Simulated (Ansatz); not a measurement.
**SnH₂+ (doublet): RPA-PBE over a scan of the angle H2–Sn1–H3, def2-SVP**

How well do these functionals follow the top wave-function level for SnH₂+ (doublet) over a scan of the angle H2–Sn1–H3?

The runs use Ansatz 0.2.0, Gaussian basis; def2-SVP, all electrons in the functionals, frozen cores in the correlation of double hybrids and RPA.

To be run: RPA-PBE, at 66.3°; 86.8°; 104.1°; 120.7°; 140.7°; 160.7°; 180.0° (not every functional at every point).

15 further runs of the same task are left out: 9 that didn't finish, 6 set aside as unsound or not needed.

## 1. What is computed

The geometry derives from a PBE0/def2-TZVP stationary point (not a proven minimum). One angle is set to the value named; bond lengths are kept. No spin-orbit coupling is included. Elements past krypton take def2 core potentials.

3 atoms, charge 1, spin multiplicity 2.

Atoms are counted from 1 here; the program's logs count them from 0.

Bond lengths: Sn1–H2 1.655 Å, Sn1–H3 1.655 Å. Angles: H2–Sn1–H3 180.0°.

No dispersion term is added.

The geometry shown and the zero of energy belong to the point 180.0°. The yardstick, FCI, and other wave-function levels (R restricted, U unrestricted, valence and pair active spaces) come from earlier runs.

## 2. RPA-PBE, 86.8°

in.yaml

```yaml
crystal:
  periodic: [false, false, false]
  atoms:
    - {symbol: Sn, position_ang: [-0.020084, 0.000000, 0.000000]}
    - {symbol: H, position_ang: [1.182688, 0.000000, -1.137405]}
    - {symbol: H, position_ang: [1.182688, 0.000000, 1.137405]}
basis:
  gaussian: {orbitals: def2-SVP}
total_charge: 1
magnetization: {spin_polarized: true, initial_magnetization: 1}
hamiltonian: {xc: {name: PBE}}
correlation: {method: rpa, electrons: outside_noble_gas}
```

Started as:

```console
$ ansatz run in.yaml --threads 1 --pin off --events-out ev --progress --plain --max-ram 2393MiB
```

Log:

```text
Functional definition: PBE
  name "PBE"
  cite "Perdew, Burke & Ernzerhof, Phys. Rev. Lett. 77, 3865 (1996) doi:10.1103/PhysRevLett.77.3865"
  parent pbe
  parameter kappa = 0.804
  parameter beta = 0.06672455060314922
  exchange = pbe_x(kappa = kappa, mu = beta*pi^2/3)
  correlation = pbe_c(beta = beta)
444 factors; integrals over basis functions are off by at most 4.5e-4 eV
mean field evaluation 1: about -5851.5672 eV, gradient 1.3e1 eV
mean field evaluation 2: about -5851.5598 eV, gradient 1.3e1 eV
mean field evaluation 4: about -5853.1909 eV, gradient 1.7e0 eV
mean field evaluation 8: about -5853.2089 eV, gradient 6.9e-3 eV
mean field evaluation 16: about -5851.0244 eV, gradient 6.6e0 eV
mean field -5853.20890284 eV, -215.1014597319 hartree, gradient 1.9e-6 eV, S^2 0.751853; 2 other end points of the search recorded, 0 dependent functions left out
9 core orbitals not correlated: weight in the atoms' cores, before any rotation towards them, 0.997 or more for the frozen orbitals, at most 0.002 for the correlated occupied ones
reference -5827.24895106 eV, -214.1474491002 hartree; 3, 2 occupied and 24, 25 virtual orbitals, 444 factors
Total energy: -5831.14194410 eV, -214.2905139556 hartree
```

It took 2.1 s on 1 thread of AMD EPYC, shared host.

From the report: ⟨S²⟩ of the determinant 0.752 (pure doublet: 0.75).

## 3. RPA-PBE, 104.1°

in.yaml

```yaml
crystal:
  periodic: [false, false, false]
  atoms:
    - {symbol: Sn, position_ang: [-0.016999, 0.000000, 0.000000]}
    - {symbol: H, position_ang: [1.001028, 0.000000, -1.305362]}
    - {symbol: H, position_ang: [1.001028, 0.000000, 1.305362]}
basis:
  gaussian: {orbitals: def2-SVP}
total_charge: 1
magnetization: {spin_polarized: true, initial_magnetization: 1}
hamiltonian: {xc: {name: PBE}}
correlation: {method: rpa, electrons: outside_noble_gas}
```

The command is unchanged.

Log (excerpt; [...] marks lines left out):

```text
Functional definition: PBE
  name "PBE"
  cite "Perdew, Burke & Ernzerhof, Phys. Rev. Lett. 77, 3865 (1996) doi:10.1103/PhysRevLett.77.3865"
  parent pbe
[...]
444 factors; integrals over basis functions are off by at most 4.6e-4 eV
[...]
mean field -5853.61145759 eV, -215.1162533460 hartree, gradient 1.5e-6 eV, S^2 0.751478; 0 other end points of the search recorded, 0 dependent functions left out
9 core orbitals not correlated: weight in the atoms' cores, before any rotation towards them, 0.997 or more for the frozen orbitals, at most 0.002 for the correlated occupied ones
reference -5827.71500172 eV, -214.1645761461 hartree; 3, 2 occupied and 24, 25 virtual orbitals, 444 factors
Total energy: -5831.52168824 eV, -214.3044692953 hartree
```

It took 1.3 s on 1 thread of AMD EPYC, shared host.

From the report: ⟨S²⟩ of the determinant 0.751 (pure doublet: 0.75).

## 4. RPA-PBE, 120.7°

in.yaml

```yaml
crystal:
  periodic: [false, false, false]
  atoms:
    - {symbol: Sn, position_ang: [-0.013674, 0.000000, 0.000000]}
    - {symbol: H, position_ang: [0.805253, 0.000000, -1.438648]}
    - {symbol: H, position_ang: [0.805253, 0.000000, 1.438648]}
basis:
  gaussian: {orbitals: def2-SVP}
total_charge: 1
magnetization: {spin_polarized: true, initial_magnetization: 1}
hamiltonian: {xc: {name: PBE}}
correlation: {method: rpa, electrons: outside_noble_gas}
```

Launched as before.

Log (excerpt; [...] marks lines left out):

```text
Functional definition: PBE
  name "PBE"
  cite "Perdew, Burke & Ernzerhof, Phys. Rev. Lett. 77, 3865 (1996) doi:10.1103/PhysRevLett.77.3865"
  parent pbe
[...]
444 factors; integrals over basis functions are off by at most 4.5e-4 eV
[...]
mean field -5853.72902471 eV, -215.1205738582 hartree, gradient 4.2e-6 eV, S^2 0.751243; 0 other end points of the search recorded, 0 dependent functions left out
9 core orbitals not correlated: weight in the atoms' cores, before any rotation towards them, 0.997 or more for the frozen orbitals, at most 0.002 for the correlated occupied ones
reference -5827.84967640 eV, -214.1695253494 hartree; 3, 2 occupied and 24, 25 virtual orbitals, 444 factors
Total energy: -5831.62371219 eV, -214.3082186063 hartree
```

It took 1.2 s on 1 thread of AMD EPYC, shared host.

From the report: ⟨S²⟩ of the determinant 0.751 (pure doublet: 0.75).

## 5. RPA-PBE, 140.7°

in.yaml

```yaml
crystal:
  periodic: [false, false, false]
  atoms:
    - {symbol: Sn, position_ang: [-0.009295, 0.000000, 0.000000]}
    - {symbol: H, position_ang: [0.547372, 0.000000, -1.558997]}
    - {symbol: H, position_ang: [0.547372, 0.000000, 1.558997]}
basis:
  gaussian: {orbitals: def2-SVP}
total_charge: 1
magnetization: {spin_polarized: true, initial_magnetization: 1}
hamiltonian: {xc: {name: PBE}}
correlation: {method: rpa, electrons: outside_noble_gas}
```

Same command.

Log (excerpt; [...] marks lines left out):

```text
Functional definition: PBE
  name "PBE"
  cite "Perdew, Burke & Ernzerhof, Phys. Rev. Lett. 77, 3865 (1996) doi:10.1103/PhysRevLett.77.3865"
  parent pbe
[...]
444 factors; integrals over basis functions are off by at most 4.4e-4 eV
[...]
mean field -5853.58601192 eV, -215.1153182351 hartree, gradient 9.8e-7 eV, S^2 0.750964; 1 other end points of the search recorded, 0 dependent functions left out
9 core orbitals not correlated: weight in the atoms' cores, before any rotation towards them, 0.998 or more for the frozen orbitals, at most 0.002 for the correlated occupied ones
reference -5827.67644291 eV, -214.1631591360 hartree; 3, 2 occupied and 24, 25 virtual orbitals, 444 factors
Total energy: -5831.46886119 eV, -214.3025279373 hartree
```

It took 1.5 s on 1 thread of AMD EPYC, shared host.

From the report: ⟨S²⟩ of the determinant 0.751 (pure doublet: 0.75).

## 6. RPA-PBE, 160.7°

in.yaml

```yaml
crystal:
  periodic: [false, false, false]
  atoms:
    - {symbol: Sn, position_ang: [-0.004634, 0.000000, 0.000000]}
    - {symbol: H, position_ang: [0.272860, 0.000000, -1.631976]}
    - {symbol: H, position_ang: [0.272860, 0.000000, 1.631976]}
basis:
  gaussian: {orbitals: def2-SVP}
total_charge: 1
magnetization: {spin_polarized: true, initial_magnetization: 1}
hamiltonian: {xc: {name: PBE}}
correlation: {method: rpa, electrons: outside_noble_gas}
```

Same command.

Log (excerpt; [...] marks lines left out):

```text
Functional definition: PBE
  name "PBE"
  cite "Perdew, Burke & Ernzerhof, Phys. Rev. Lett. 77, 3865 (1996) doi:10.1103/PhysRevLett.77.3865"
  parent pbe
[...]
444 factors; integrals over basis functions are off by at most 4.8e-4 eV
[...]
mean field -5853.19154058 eV, -215.1008216807 hartree, gradient 1.5e-7 eV, S^2 0.750762; 6 other end points of the search recorded, 0 dependent functions left out
9 core orbitals not correlated: weight in the atoms' cores, before any rotation towards them, 0.997 or more for the frozen orbitals, at most 0.003 for the correlated occupied ones
reference -5827.21860867 eV, -214.1463340379 hartree; 3, 2 occupied and 24, 25 virtual orbitals, 444 factors
Total energy: -5831.07726731 eV, -214.2881371275 hartree
```

Wall time 2.3 s (1 thread of AMD EPYC, shared host).

From the report: ⟨S²⟩ of the determinant 0.751 (pure doublet: 0.75).

## 7. RPA-PBE, 180.0°

in.yaml

```yaml
crystal:
  periodic: [false, false, false]
  atoms:
    - {symbol: Sn, position_ang: [0.000000, 0.000000, 0.000000]}
    - {symbol: H, position_ang: [0.000000, 0.000000, -1.655400]}
    - {symbol: H, position_ang: [0.000000, 0.000000, 1.655400]}
basis:
  gaussian: {orbitals: def2-SVP}
total_charge: 1
magnetization: {spin_polarized: true, initial_magnetization: 1}
hamiltonian: {xc: {name: PBE}}
correlation: {method: rpa, electrons: outside_noble_gas}
```

The command is unchanged.

Log (excerpt; [...] marks lines left out):

```text
Functional definition: PBE
  name "PBE"
  cite "Perdew, Burke & Ernzerhof, Phys. Rev. Lett. 77, 3865 (1996) doi:10.1103/PhysRevLett.77.3865"
  parent pbe
[...]
444 factors; integrals over basis functions are off by at most 5.2e-4 eV
[...]
mean field -5852.87761989 eV, -215.0892853080 hartree, gradient 7.6e-7 eV, S^2 0.752969; 9 other end points of the search recorded, 0 dependent functions left out
9 core orbitals not correlated: weight in the atoms' cores, before any rotation towards them, 0.997 or more for the frozen orbitals, at most 0.003 for the correlated occupied ones
reference -5826.86507282 eV, -214.1333418353 hartree; 3, 2 occupied and 24, 25 virtual orbitals, 444 factors
Total energy: -5830.77225433 eV, -214.2769281073 hartree
```

Run time: 2.8 s. Hardware: 1 thread of AMD EPYC, shared host.

From the report: ⟨S²⟩ of the determinant 0.753 (pure doublet: 0.75).

## 8. Against the wave-function levels

The yardstick is full CI for this spin, exact in this basis with these frozen cores. It comes from earlier runs at the same points. Energies in kJ/mol, counted from 180.0°; blanks weren't run or aren't comparable.

```
  level  66.3°  86.8°  104.1°  120.7°  140.7°  160.7°  180.0°
    FCI   61.2  -36.9   -76.8   -88.3   -73.6   -33.3     0.0
RPA-PBE         -35.7   -72.3   -82.2   -67.2   -29.4     0.0
```

Largest miss and mean time a point (FCI took 4.1 s a point; shared hosts):

```
  level  largest miss (kJ/mol)   where  time a point
RPA-PBE                   +6.4  140.7°         1.9 s
```

## 9. What came out

| quantity | value |
| --- | --- |
| span of the FCI curve | 149.5 kJ/mol |
| largest miss, RPA-PBE | +6.4 kJ/mol (140.7°) |

In words: Misses are known at 5 of 6 points at best, and only functionals with that many are ranked. RPA-PBE strays by up to 6.4 kJ/mol, at 140.7°. Functionals and the yardstick converge differently with the basis, so part of each miss in def2-SVP is the basis.
